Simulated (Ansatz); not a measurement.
# Ge₂H₇ (doublet): wave-function methods side by side at distance Ge1–H5 along a hydrogen transfer = 2.338 Å, cc-pVDZ

Aim: climb from Hartree-Fock through coupled cluster and multireference methods for Ge₂H₇ (doublet) at one geometry and basis, and see what each rung misses.

The runs use Ansatz 0.2.0, Gaussian basis; cc-pVDZ, core rule «outside noble gas», up to 28 orbitals frozen.

Plan: UHF; CCSD(T) on ROHF; CCSD(T) on UHF; BCCD(T) on ROHF; CISD; CCSDT(Q) on ROHF; CCSDT(Q) on UHF; CASSCF and MRCISD+Q, 3 electrons in 3 orbitals; CASSCF and NEVPT2, 3 electrons in 3 orbitals; CASSCF and MRCISD+Q, 9 electrons in 9 orbitals; CASSCF and NEVPT2, 9 electrons in 9 orbitals.

### Step 1. The geometry

The geometry derives from fragments relaxed apart (PBE0/def2-TZVP) and kept rigid, so it is no stationary point. A hydrogen atom is moved between rigid fragments. No spin-orbit coupling is included. The filled d shell of Ge may be among the frozen orbitals whatever the setting's name suggests; the logs give the count.

9 atoms, charge 0, spin multiplicity 2.

Atoms are counted from 1 here; the program's logs count them from 0.

Bond lengths: Ge1–H2 1.534 Å, Ge1–H3 1.534 Å, Ge1–H4 1.534 Å, H5–Ge6 1.530 Å, Ge6–H7 1.539 Å, Ge6–H8 1.539 Å, Ge6–H9 1.539 Å. Angles: H2–Ge1–H3 109.5°, H2–Ge1–H4 109.5°, H3–Ge1–H4 109.5°, H5–Ge6–H7 107.7°, H5–Ge6–H8 107.7°, H5–Ge6–H9 107.7°, H7–Ge6–H8 111.2°, H7–Ge6–H9 111.2°, H8–Ge6–H9 111.2°.

Geometry (Å):

```xyz
9
charge 0, multiplicity 2
Ge   -1.9358    0.0000    0.0000
H    -2.4473    1.4466    0.0000
H    -2.4473   -0.7233    1.2528
H    -2.4473   -0.7233   -1.2528
H     0.4022    0.0000    0.0000
Ge    1.9322    0.0000    0.0000
H     2.4008   -1.4659    0.0000
H     2.4008    0.7330   -1.2695
H     2.4008    0.7330    1.2695
```

### Step 2. UHF

File in.yaml:

```yaml
crystal:
  periodic: [false, false, false]
  atoms:
    - {symbol: Ge, position_ang: [-1.935824, 0.000000, 0.000000]}
    - {symbol: H, position_ang: [-2.447274, 1.446599, 0.000000]}
    - {symbol: H, position_ang: [-2.447274, -0.723300, 1.252792]}
    - {symbol: H, position_ang: [-2.447274, -0.723299, -1.252791]}
    - {symbol: H, position_ang: [0.402176, 0.000000, 0.000000]}
    - {symbol: Ge, position_ang: [1.932176, 0.000000, 0.000000]}
    - {symbol: H, position_ang: [2.400845, -1.465915, 0.000000]}
    - {symbol: H, position_ang: [2.400844, 0.732958, -1.269520]}
    - {symbol: H, position_ang: [2.400845, 0.732957, 1.269519]}
basis:
  gaussian: {orbitals: cc-pVDZ}
magnetization: {spin_polarized: true, initial_magnetization: 1}
hamiltonian: {xc: hf}
output: {orbitals: {seedname: orbitals}}
```

On the command line:

```console
$ ansatz run in.yaml --threads 1 --pin off --events-out ev --progress --plain --max-ram 2816MiB --backend cpu
```

After this run come: CCSD(T) on ROHF; CCSD(T) on UHF; BCCD(T) on ROHF; CISD; CCSDT(Q) on ROHF; CCSDT(Q) on UHF; CASSCF and MRCISD+Q, 3 electrons in 3 orbitals; CASSCF and NEVPT2, 3 electrons in 3 orbitals; CASSCF and MRCISD+Q, 9 electrons in 9 orbitals; CASSCF and NEVPT2, 9 electrons in 9 orbitals.

Q: Predict the results of all the runs planned. Wanted: UCCSDT(Q) below the RHF energy; RMP2 from UCCSDT(Q); UMP2 from UCCSDT(Q); RCCSD from UCCSDT(Q); RCCSD(T) from UCCSDT(Q); UCCSD(T) from UCCSDT(Q); RCCSDT(Q) from UCCSDT(Q); NEVPT2 pair from UCCSDT(Q); MRCISD+Q pair from UCCSDT(Q).

**Answer**, as computed:

| quantity | value |
| --- | --- |
| UCCSDT(Q) below the RHF energy | -7.4220 eV |
| RMP2 from UCCSDT(Q) | +38.70 kcal/mol |
| UMP2 from UCCSDT(Q) | +38.58 kcal/mol |
| RCCSD from UCCSDT(Q) | +4.11 kcal/mol |
| RCCSD(T) from UCCSDT(Q) | +0.93 kcal/mol |
| UCCSD(T) from UCCSDT(Q) | +0.84 kcal/mol |
| RCCSDT(Q) from UCCSDT(Q) | +0.10 kcal/mol |
| NEVPT2 pair from UCCSDT(Q) | +38.58 kcal/mol |
| MRCISD+Q pair from UCCSDT(Q) | +1.62 kcal/mol |
| NEVPT2 frontier from UCCSDT(Q) | +35.34 kcal/mol |
| levels within 1 kcal/mol (43 meV) | RCCSD(T), UCCSD(T), BCCD(T), RCCSDT, UCCSDT, RCCSDT(Q) |
| T1 diagnostic | 0.014 |

In words: RCCSD(T) misses by +0.93 kcal/mol, 0.5 % of the correlation energy. Of the multireference levels listed MRCISD+Q pair comes nearest in total energy (+1.62 kcal/mol), which doesn't show that its space is the better one. These misses are within one basis, not against nature; the frozen cores of restricted and unrestricted runs differ, which can shift their rows.
